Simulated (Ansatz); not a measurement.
**LiSe+ (singlet): wave-function methods side by side, cc-pVDZ**

One table from this session's results is given with a row withheld; the runs are named, their logs left out.

Program: Ansatz 0.2.0, Gaussian basis. Level of theory: cc-pVDZ, core rule «outside noble gas», up to 15 orbitals frozen. These are calculated values, not measurements.

The runs, in order: UHF; CCSD(T) on RHF; CCSD(T) on UHF; BCCD(T) on RHF; CISD; CCSDT(Q) on RHF; CCSDT(Q) on UHF; CISDTQ; CCSDTQ on RHF; Full CI.

19 further runs of the same task are left out: 7 for a known fault of the program, 2 that didn't finish, 10 set aside as unsound or not needed.

## The system

The geometry is a PBE0/def2-TZVP stationary point (not a proven minimum) of the parent state, kept for this charge and spin. No spin-orbit coupling is included. The filled d shell of Se may be among the frozen orbitals whatever the setting's name suggests; the logs give the count.

2 atoms, charge 1, spin multiplicity 1.

Atoms are counted from 1 here; the program's logs count them from 0.

Bond lengths: Se1–Li2 2.568 Å.

The first run:

Contents of in.yaml:

```yaml
crystal:
  periodic: [false, false, false]
  atoms:
    - {symbol: Se, position_ang: [0.000000, 0.000000, 0.000000]}
    - {symbol: Li, position_ang: [0.000000, 0.000000, 2.568200]}
basis:
  gaussian: {orbitals: cc-pVDZ}
total_charge: 1
magnetization: {spin_polarized: true, initial_magnetization: 0}
hamiltonian: {xc: hf}
output: {orbitals: {seedname: orbitals}}
```

Started as:

```
$ ansatz run in.yaml --threads 1 --pin off --events-out ev --progress --plain --max-ram 2393MiB
```

Steps of the session up to this table: UHF; CCSD(T) on RHF; CCSD(T) on UHF; BCCD(T) on RHF; CISD; CCSDT(Q) on RHF; CCSDT(Q) on UHF; CISDTQ; CCSDTQ on RHF; Full CI.

One table of the session follows, with a row left open; its other results are not shown here.

```
   method  from FCI (meV)
      RHF         +3336.8
     RMP2         +1030.1
     CISD          +459.7
    RCCSD          +292.2
 RCCSD(T)          +168.7
  BCCD(T)          +171.9
   RCCSDT            +7.5
   CISDTQ           +12.5
RCCSDT(Q)               ?
  RCCSDTQ            +0.1
      FCI               0
```

**Question.** Estimate the row for RCCSDT(Q).

The run gave: from FCI (meV): -2.9. In the column «from FCI (meV)» it is the lowest.

Left out of the table: UHF, UMP2, UCCSD, UCCSD(T), UCCSDT, UCCSDT(Q) (another determinant or state than the rows shown).

Limits of these values: The report flags that the cluster equations may have other roots. The program flags RCCSDT(Q), RCCSDTQ as in doubt, so those rows may rest on another solution; read them beside their warnings. RCCSDT(Q) falls below full CI, which methods that aren't variational can do.
